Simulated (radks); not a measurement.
# Excited configurations of Co³⁺

The task here is to estimate one member of a computed series from the others.

The numbers are computed with radks (a radial shooting solver on a logarithmic mesh, Libxc functionals) version 1 (non-relativistic Kohn-Sham, PBEsol, spin-polarised, spherical densities, point nucleus; open shells are filled with parallel spins first), except any that are marked as measured or tabulated.

## Starting point

| Property | Result |
| --- | --- |
| element | cobalt (Z = 27) |
| charge | +3 |
| electrons | 24 |
| configuration | [Ar] 3d6 |

The outer shells:

Co³⁺
```
[Ar] core
3d [↑↓][↑ ][↑ ][↑ ][↑ ]
```

Set-up of the first run:

Settings of this run:

```text
Z 27
configuration [Ar] 3d6
relativity non-relativistic
functional pbe_sol,pbe_sol
spin polarised
nucleus point
```

Steps of the session up to this table: Ground configuration: [Ar] 3d6.

One of the session's tables, all rows but one given; the rest of the session is left out.

It belongs to the step «Ground configuration: [Ar] 3d6». Radial moments (bohr):

```
  level     <r>  outermost maximum (interpolated)  90 % within  nodes
  2p up  0.2266                             0.173        0.371      0
2p down  0.2261                             0.173        0.370      0
  3s up  0.7768                             0.675         1.16      2
3s down  0.7800                             0.676         1.17      2
  3p up  0.8074                             0.679         1.24      1
3p down  0.8127                             0.680         1.25      1
  3d up  0.9248                             0.650         1.55      0
3d down       ?                                 ?            ?      ?
```

**Question.** Estimate the row for 3d down.

The run gave: <r>: 0.9536; outermost maximum (interpolated): 0.658; 90 % within: 1.61; nodes: 0. In the column «<r>» it is the highest.

Caveats from the session: Open shells are spherical and high-spin; term and fine-structure splittings are not resolved.
